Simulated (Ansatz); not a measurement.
# ClGaH4SeSi: a ladder of functionals and wavefunction methods

How much do the methods differ for ClGaH4SeSi? The plan is to run it at one geometry with functionals of several rungs and with coupled cluster. The yardstick is the atomisation energy at the CCSD(T) limit.

The runs use Ansatz 0.2.0, Gaussian basis; functionals in def2-TZVPP, the program's frozen cores in correlated methods.

Plan: LDA (SPW92), PBE-D4, revPBE-D4, BLYP-D4, r2SCAN-D4, B97M-V, PBE0-D4, B3LYP-D4, r2SCANh-D4, r2SCAN0-D4, HSE06-D4, BHLYP-D4, CAM-B3LYP-D4, LC-ωPBE, ωB97X-V, ωB97M-V, B2PLYP, PBE-QIDH; CCSD(T)/def2-SVP; CCSD(T)/def2-TZVPP; MP2/def2-QZVPP; extrapolation to the limit; RPA on PBE.

## Step 1: The relaxed structure

All runs share one geometry, relaxed beforehand with PBE0-D4 in a triple-zeta def2 set.

SMILES `[SiH3][Se][GaH][Cl]`, 8 atoms, charge 0, spin multiplicity 1.

Atoms are counted from 1 here; the program's logs count them from 0.

Bond lengths: Si1–Se2 2.287 Å, Si1–H5 1.485 Å, Si1–H6 1.483 Å, Si1–H7 1.483 Å, Se2–Ga3 2.309 Å, Ga3–Cl4 2.142 Å, Ga3–H8 1.552 Å. Angles: Se2–Si1–H5 109.8°, Se2–Si1–H6 109.0°, Se2–Si1–H7 109.1°, H5–Si1–H6 109.8°, H5–Si1–H7 109.8°, H6–Si1–H7 109.4°, Si1–Se2–Ga3 96.4°, Se2–Ga3–Cl4 113.8°, Se2–Ga3–H8 126.5°, Cl4–Ga3–H8 119.7°.

## Step 2: LDA

This LDA is Slater exchange with PW92 correlation.

in.yaml

```yaml
crystal:
  periodic: [false, false, false]
  atoms:
    - {symbol: Si, position_ang: [-1.466765, -0.293369, -0.524148]}
    - {symbol: Se, position_ang: [0.509958, 0.470236, -1.383635]}
    - {symbol: Ga, position_ang: [1.710236, 0.348391, 0.585455]}
    - {symbol: Cl, position_ang: [3.750556, 0.971309, 0.393901]}
    - {symbol: H, position_ang: [-1.305642, -0.591407, 0.921721]}
    - {symbol: H, position_ang: [-1.865561, -1.524585, -1.248323]}
    - {symbol: H, position_ang: [-2.508869, 0.745687, -0.708685]}
    - {symbol: H, position_ang: [1.176088, -0.126251, 1.963713]}
basis:
  gaussian: {orbitals: def2-TZVPP}
hamiltonian: {xc: lda}
output: {orbitals: {seedname: orbitals}}
```

On the command line:

```
ansatz run in.yaml --threads 2 --pin off --events-out ev --progress --plain --max-ram 32768MiB --backend cpu
```

The runs that follow: PBE-D4 (GGA); revPBE-D4 (GGA); BLYP-D4 (GGA); r2SCAN-D4 (meta-GGA); B97M-V (meta-GGA); B3LYP-D4 (hybrid); r2SCANh-D4 (hybrid); r2SCAN0-D4 (hybrid); HSE06-D4 (hybrid); BHLYP-D4 (hybrid); CAM-B3LYP-D4 (range-separated); LC-ωPBE (range-separated); ωB97X-V (range-separated); ωB97M-V (range-separated); B2PLYP (double hybrid); PBE-QIDH (double hybrid); CCSD(T) in def2-SVP; CCSD(T) in def2-TZVPP; MP2 in def2-QZVPP; RPA on PBE orbitals.

Before running them: what should the planned runs give, taken together? Wanted: atomisation energy, CCSD(T)/CBS; farthest beyond LDA; mean size of error, GGA; mean size of error, meta-GGA; mean size of error, hybrid; mean size of error, range-separated; mean size of error, double hybrid; gap, smallest and largest; T1 diagnostic.

The runs gave:

```
                               quantity                                      value
        atomisation energy, CCSD(T)/CBS                             529.9 kcal/mol
functionals within 5.3 kcal/mol (1.0 %)     r2SCAN-D4, B97M-V, r2SCANh-D4, ωB97X-V
                    farthest beyond LDA                 revPBE-D4 (-19.2 kcal/mol)
                mean size of error, GGA                              15.5 kcal/mol
           mean size of error, meta-GGA                               0.4 kcal/mol
             mean size of error, hybrid                               8.9 kcal/mol
    mean size of error, range-separated                               8.1 kcal/mol
      mean size of error, double hybrid                              11.0 kcal/mol
              gap, smallest and largest  4.03 eV (LDA (SPW92)), 10.55 eV (LC-ωPBE)
                          T1 diagnostic                                     0.0114
triples share of the correlation energy                                      3.9 %
```

In words: The LDA atomisation energy is off by 58.6 kcal/mol (11 %): it overbinds. PBE-D4 misses by -8.4 kcal/mol. Double hybrids carry the basis error of their MP2 part in triple zeta, and no dispersion term here, so their miss is partly the set-up's. By mean error the best rung here is meta-GGA (0.4 kcal/mol) and the worst beyond LDA is GGA (15.5 kcal/mol). Misses under about 5.3 kcal/mol are within the doubt on the reference itself, which lacks core-valence correlation, relativity and higher excitations, and its outer-core shells are covered unevenly. All levels share the lack of spin-orbit coupling, which lowers the free heavy atoms and so the true binding. Hartree-Fock recovers 74 % of the binding; the rest is correlation. CCSD(T) in def2-SVP is off by -41.9 kcal/mol, more than most functionals: a good method in a small basis is no reference. Orbital gaps span 4.0 to 10.6 eV; exact exchange widens them. Correlated methods include outer-core shells of Ga, Se, which these sets cover unevenly.
